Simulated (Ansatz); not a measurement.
# Fe2As: the cost of one run

Program: Ansatz 0.2.0. Level of theory: DFT r2SCAN, scalar-relativistic, plane waves, PAW. These are calculated values, not measurements.

**1. The system as given**

Symmetry: P4/nmm, No. 129, tetragonal system. Conventional cell: a = 3.808 Å, b = 3.808 Å, c = 5.803 Å, α = 90.00°, β = 90.00°, γ = 90.00°. Around Fe (site symmetry -4m2) lie 8 Fe at 2.51 to 2.69 Å and 4 As at 2.52 Å. Around Fe (site symmetry 4mm) lie 4 Fe at 2.51 Å and 5 As at 2.53 to 2.69 Å. As (site symmetry 4mm) is surrounded by 9 Fe at 2.52 to 2.69 Å.

Structure file:

```xyz
6
Lattice="3.8076 0.0000 0.0000 0.0000 3.8076 0.0000 0.0000 0.0000 5.8028" Properties=species:S:1:pos:R:3 pbc="T T T"
Fe    0.0000    0.0000    0.0000
Fe    1.9038    1.9038    0.0000
Fe    0.0000    1.9038    1.6287
Fe    1.9038    0.0000    4.1741
As    0.0000    1.9038    4.1571
As    1.9038    0.0000    1.6457
```

This cell was relaxed beforehand with the same method: volume 14.02 Å³/atom, gap on the mesh none (metal), site moments up to 2.9 μB.

**2. Bands, states and charges**

The input, input.yaml:

```yaml
crystal:
  lattice:
    - [3.8075877678, 0.0, 0.0]
    - [0.0, 3.8075877678, 0.0]
    - [0.0, 0.0, 5.8028228831]
  atoms:
    - { symbol: Fe, position: [0.0, 0.0, 0.0], spin: 2.93 }
    - { symbol: Fe, position: [0.5, 0.5, 0.0], spin: 2.93 }
    - { symbol: Fe, position: [0.0, 0.5, 0.2806790936], spin: 3.24 }
    - { symbol: Fe, position: [0.5, 0.0, 0.7193209064], spin: 3.24 }
    - { symbol: As, position: [0.0, 0.5, 0.7163882007] }
    - { symbol: As, position: [0.5, 0.0, 0.2836117993] }
basis:
  ecutwfc: 500
kpoints:
  mp_grid: { grid: [10, 10, 6] }
  band_path:
    path:
      - [[0.0, 0.0, 0.0], [0.0, 0.5, 0.0], [0.5, 0.5, 0.0], [0.0, 0.0, 0.0], [0.0, 0.0, 0.5], [0.0, 0.5, 0.5], [0.5, 0.5, 0.5], [0.0, 0.0, 0.5]]
      - [[0.0, 0.5, 0.0], [0.0, 0.5, 0.5]]
      - [[0.5, 0.5, 0.0], [0.5, 0.5, 0.5]]
    npoints: 14
hamiltonian:
  xc: r2scan
scf:
  occupations: { method: gaussian, width: 0.1 }
  n_extra_bands: 15
output:
  forces: true
  stress: true
  eigenvalues: true
  populations: true
  dos: { projected: true, de: 0.02, nscf_kmesh: { grid: [15, 15, 9] } }
  bader: true
  write_density: true
  write_potential: true
  elf: true
  volumetric_format: npy
magnetization:
  spin_polarized: true
checkpoint:
  read: start.run
  write: ck
  compress: false
  write_wavefunctions: false
  write_every: 100000
```

Run with:

```
$ ansatz run input.yaml --threads 1 --pin off --max-ram 2560MiB --backend cpu --events-out ev --progress --plain --runs-dir out
```

**Question.** How long does this run take on 1 thread of Intel Xeon 6975P-C (Granite Rapids), shared host, and how much memory does it need?

About 2.7 min, with a peak of 1.3 GiB.
